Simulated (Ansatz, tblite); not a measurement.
# The cluster Ge4H2O9: which isomer is lowest

An exercise on one series of results from a longer session: the logs are not shown, and one member is left open.

Computed with Ansatz 0.2.0, Gaussian basis. Level: relaxed with PBE-D4/def2-SVP, singlet.

5 further runs of the same task are left out: 3 that didn't finish, 2 set aside as unsound or not needed.

## The starting structure

15 atoms, charge 0, spin multiplicity 1.

Atoms are counted from 1 here; the program's logs count them from 0.

Bond lengths: Ge1–O8 1.604 Å, Ge1–O12 1.767 Å, Ge1–O13 1.760 Å, Ge2–O9 1.728 Å, Ge2–O11 1.718 Å, Ge2–O12 1.816 Å, Ge2–O13 1.810 Å, Ge3–O5 1.605 Å, Ge3–O6 1.747 Å, Ge3–O10 1.704 Å, Ge4–O6 1.727 Å, Ge4–O7 1.606 Å, Ge4–O9 1.728 Å, O10–H14 0.963 Å, O11–H15 0.959 Å. Angles: O8–Ge1–O12 132.8°, O8–Ge1–O13 135.2°, O12–Ge1–O13 92.0°, O9–Ge2–O11 107.9°, O9–Ge2–O12 115.7°, O9–Ge2–O13 115.5°, O11–Ge2–O12 114.9°, O11–Ge2–O13 113.3°, O12–Ge2–O13 88.8°, O5–Ge3–O6 126.6°, O5–Ge3–O10 126.2°, O6–Ge3–O10 107.1°, O6–Ge4–O7 127.8°, O6–Ge4–O9 108.3°, O7–Ge4–O9 123.8°, Ge3–O6–Ge4 129.9°, Ge2–O9–Ge4 126.3°, Ge3–O10–H14 112.1° and more.

Geometry (Å):

```
Ge    1.3766   -0.2517    1.6006
Ge    1.1994   -1.2653   -0.6965
Ge   -1.9656    1.9520    0.4459
Ge   -1.8039   -0.7480   -1.1649
O    -3.4228    2.6213    0.3720
O    -1.5812    0.2633    0.2177
O    -3.1633   -1.0245   -1.9751
O     1.4544    0.4275    3.0514
O    -0.2855   -1.4753   -1.5555
O    -0.5074    2.7520    0.8176
O     2.4662   -1.8965   -1.6696
O     1.5001    0.3999   -0.0368
O     1.2160   -1.8981    0.9994
H     0.2552    2.1683    0.7440
H     3.2618   -2.0250   -1.1502
```

A search from random starts with GFN1-xTB found 20 distinct shapes; 2 go on here. The structure above is candidate A, which lies 0.00 eV above the lowest at that level; B lies 4.07 eV above the lowest at that level.

The first run:

in.yaml

```yaml
crystal:
  periodic: [false, false, false]
  atoms:
    - {symbol: Ge, position_ang: [1.376620, -0.251690, 1.600640]}
    - {symbol: Ge, position_ang: [1.199400, -1.265320, -0.696530]}
    - {symbol: Ge, position_ang: [-1.965620, 1.952020, 0.445860]}
    - {symbol: Ge, position_ang: [-1.803930, -0.747980, -1.164870]}
    - {symbol: O, position_ang: [-3.422780, 2.621330, 0.372020]}
    - {symbol: O, position_ang: [-1.581160, 0.263350, 0.217750]}
    - {symbol: O, position_ang: [-3.163250, -1.024470, -1.975130]}
    - {symbol: O, position_ang: [1.454440, 0.427500, 3.051410]}
    - {symbol: O, position_ang: [-0.285500, -1.475280, -1.555500]}
    - {symbol: O, position_ang: [-0.507440, 2.752010, 0.817590]}
    - {symbol: O, position_ang: [2.466230, -1.896510, -1.669550]}
    - {symbol: O, position_ang: [1.500080, 0.399890, -0.036820]}
    - {symbol: O, position_ang: [1.215960, -1.898120, 0.999380]}
    - {symbol: H, position_ang: [0.255180, 2.168340, 0.744000]}
    - {symbol: H, position_ang: [3.261780, -2.025050, -1.150250]}
basis:
  gaussian: {orbitals: def2-SVP}
hamiltonian: {xc: pbe, dispersion: d4}
scf: {lower_state_search: "off"}
output: {orbitals: {seedname: orbitals}}
relax: {f_tol: 0.03, max_steps: 70}
```

Command:

```sh
$ ansatz run in.yaml --threads 4 --pin off --events-out ev --progress --plain --max-ram 6963MiB
```

Steps of the session up to this table: Relaxing candidate A; Relaxing candidate B; Candidate B, PBE0-D4/def2-TZVP; Candidate B, PBE-D4/def2-TZVP; Candidate B, r2SCAN-D4/def2-TZVP.

One table of the session follows, with a row left open; its other results are not shown here.

It belongs to the step «B against A». 

| level | B above A (kJ/mol) |
| --- | --- |
| GFN1-xTB | +447.5 |
| GFN2-xTB | +105.5 |
| PBE-D4/def2-TZVP | +377.1 |
| r2SCAN-D4/def2-TZVP | ? |
| PBE0-D4/def2-TZVP | +428.0 |

Q: Estimate the row for r2SCAN-D4/def2-TZVP from the others.

The run gave: B above A (kJ/mol): +429.0. In the column «B above A (kJ/mol)» it lies between PBE0-D4/def2-TZVP (+428.0) and GFN1-xTB (+447.5).

Caveats from the session: A random search of this size may have missed the true lowest shape. Only singlets are compared; another spin may lie lower and prefer another shape.
